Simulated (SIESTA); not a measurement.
Bi2Te3 (Tellurobismuthite):

```
CELL_PARAMETERS angstrom
2.19300 1.26613 10.16567
-2.19300 1.26613 10.16567
0.00000 -2.53226 10.16567
ATOMIC_POSITIONS crystal
Bi 0.60000 0.60000 0.60000
Bi 0.40000 0.40000 0.40000
Te 0.79050 0.79050 0.79050
Te 0.20950 0.20950 0.20950
Te 0.00000 0.00000 0.00000
```

Base run:

```yaml
Program: SIESTA 5.4.2
Functional: LDA
Potentials_or_basis: PseudoDojo 0.4 standard (LDA files)
Basis: DZP (energy shift 0.002 Ry)
Grid_cutoff: 500 Ry
Energy_shift: 0.002 Ry
k_mesh: 7 × 7 × 7
Occupations: fermi-dirac, width 0.05 eV
Spin: no spin polarisation
```

Its results: band gap on the k mesh 0.18 eV, direct; pressure -0.7 GPa; largest force 0.107 eV/Å.

The run is repeated on the same cell with these changes: functional from LDA to PBE; potentials or basis from PseudoDojo 0.4 standard (LDA files) to SG15 1.2 (PBE files) or PseudoDojo by element. What comes out?

Band gap on the k mesh 0.29 eV, direct; pressure 3.6 GPa; largest force 0.168 eV/Å.

Caveats: semicore shells carry a single zeta, which can move pressures by several GPa and volumes by a few percent; spin-orbit coupling is left out, which as a rule narrows the gap of such compounds by several tenths of an eV; the basis of atomic orbitals isn't converged, which shifts pressures, moduli and gaps.
